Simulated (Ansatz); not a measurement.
# CH7BO4: the cost of one run

Program: Ansatz 0.2.0, Gaussian basis. Level of theory: the settings change from run to run. These are calculated values, not measurements.

## Step 1: The relaxed structure

The structure was relaxed beforehand with PBE0-D4 in a triple-zeta def2 set.

13 atoms, charge 0, spin multiplicity 1.

Atoms are counted from 1 here; the program's logs count them from 0.

Bond lengths: C1–O2 1.422 Å, C1–H7 1.094 Å, C1–H8 1.089 Å, C1–H9 1.094 Å, O2–H10 0.960 Å, B3–O4 1.365 Å, B3–O5 1.375 Å, B3–O6 1.366 Å, O4–H11 0.959 Å, O5–H12 0.965 Å, O6–H13 0.964 Å. Angles: O2–C1–H7 111.4°, O2–C1–H8 106.8°, O2–C1–H9 111.4°, H7–C1–H8 108.8°, H7–C1–H9 109.6°, H8–C1–H9 108.7°, C1–O2–H10 109.5°, O4–B3–O5 118.9°, O4–B3–O6 117.3°, O5–B3–O6 123.7°, B3–O4–H11 111.0°, B3–O5–H12 112.0°, B3–O6–H13 111.6°.

## Step 2: BHLYP/aug-cc-pVTZ

Set apart from the defaults: charge +1, multiplicity 2, D4 dispersion.

in.yaml

```yaml
crystal:
  periodic: [false, false, false]
  atoms:
    - {symbol: C, position_ang: [1.348331, -1.188950, 1.137812]}
    - {symbol: O, position_ang: [1.318765, 0.150984, 0.664079]}
    - {symbol: B, position_ang: [-1.485239, 0.770565, -0.912547]}
    - {symbol: O, position_ang: [-2.693008, 0.898993, -1.535103]}
    - {symbol: O, position_ang: [-0.391722, 0.388498, -1.654199]}
    - {symbol: O, position_ang: [-1.440872, 1.024823, 0.429038]}
    - {symbol: H, position_ang: [2.188966, -1.744712, 0.712842]}
    - {symbol: H, position_ang: [0.419100, -1.656851, 0.815224]}
    - {symbol: H, position_ang: [1.399401, -1.225585, 2.229591]}
    - {symbol: H, position_ang: [2.120822, 0.604241, 0.933743]}
    - {symbol: H, position_ang: [-2.620336, 0.699520, -2.470311]}
    - {symbol: H, position_ang: [0.406330, 0.326532, -1.115993]}
    - {symbol: H, position_ang: [-0.550138, 0.917042, 0.780623]}
basis:
  gaussian: {orbitals: aug-cc-pVTZ}
total_charge: 1
magnetization: {spin_polarized: true, initial_magnetization: 1}
hamiltonian: {xc: {name: BHLYP}, dispersion: d4}
```

Command:

```bash
$ ansatz run in.yaml --threads 4 --pin off --events-out ev --progress --plain --max-ram 11315MiB
```

What time and memory should one allow on 4 threads of Arm Neoverse V2, shared host?

About 69 s, with a peak of 3.1 GiB.
